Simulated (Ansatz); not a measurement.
**CH4AlIS: basis-set convergence**

One table from this session's results is given with a row withheld; the runs are named, their logs left out.

Computed with Ansatz 0.2.0, Gaussian basis. Level: one geometry, several basis sets.

Plan: PBE0-D4/def2-SVP; ωB97M-V/def2-SVP; PBE0-D4/def2-QZVPP; ωB97M-V/def2-QZVPP; the functionals' def2-TZVPP values are taken from earlier runs.

## Structure used throughout

An earlier PBE0-D4 in a triple-zeta def2 set relaxation fixed the geometry. I takes the def2 core potential; no spin-orbit term is included.

8 atoms, charge 0, spin multiplicity 1.

Atoms are counted from 1 here; the program's logs count them from 0.

Bond lengths: S1–C2 1.859 Å, S1–Al3 2.485 Å, S1–H5 1.345 Å, C2–Al3 1.942 Å, C2–H6 1.086 Å, C2–H7 1.090 Å, Al3–I4 2.494 Å, Al3–H8 1.573 Å. Angles: C2–S1–Al3 50.6°, C2–S1–H5 97.0°, Al3–S1–H5 87.3°, S1–C2–Al3 81.6°, S1–C2–H6 110.4°, S1–C2–H7 105.0°, Al3–C2–H6 126.2°, Al3–C2–H7 116.7°, H6–C2–H7 110.3°, S1–Al3–C2 47.7°, S1–Al3–I4 108.1°, S1–Al3–H8 113.6°, C2–Al3–I4 116.5°, C2–Al3–H8 122.5°, I4–Al3–H8 120.8°.

Set-up of the first run:

The input, in.yaml:

```yaml
crystal:
  periodic: [false, false, false]
  atoms:
    - {symbol: S, position_ang: [-0.381016, 1.399369, 0.661026]}
    - {symbol: C, position_ang: [1.004915, 0.263844, 0.166170]}
    - {symbol: Al, position_ang: [-0.448904, -1.021499, 0.104543]}
    - {symbol: I, position_ang: [-1.611877, -1.281441, -2.086436]}
    - {symbol: H, position_ang: [-0.851021, 1.632486, -0.577433]}
    - {symbol: H, position_ang: [1.539931, 0.668535, -0.688079]}
    - {symbol: H, position_ang: [1.659743, 0.220493, 1.036705]}
    - {symbol: H, position_ang: [-0.819771, -1.938887, 1.327804]}
basis:
  gaussian: {orbitals: def2-SVP}
hamiltonian: {xc: pbe0, dispersion: d4}
output: {orbitals: {seedname: orbitals}}
```

The run is started by

```sh
> ansatz run in.yaml --threads 4 --pin off --events-out ev --progress --plain --max-ram 10444MiB
```

Among the steps run: PBE0-D4 in def2-SVP; ωB97M-V in def2-SVP; PBE0-D4 in def2-QZVPP; ωB97M-V in def2-QZVPP.

One table of the session follows, with a row left open; its other results are not shown here.

It belongs to the step «Functionals by basis». 

| functional | basis | HOMO (eV) |
| --- | --- | --- |
| PBE0-D4 | def2-SVP | -7.18 |
| PBE0-D4 | def2-TZVPP | -7.18 |
| PBE0-D4 | def2-QZVPP | ? |
| ωB97M-V | def2-SVP | -9.24 |
| ωB97M-V | def2-TZVPP | -9.28 |
| ωB97M-V | def2-QZVPP | -9.29 |

Estimate the missing values for PBE0-D4, def2-QZVPP.

**Answer.** HOMO (eV): -7.19. In the column «HOMO (eV)» it lies between ωB97M-V, def2-SVP (-9.24) and PBE0-D4, def2-SVP (-7.18).
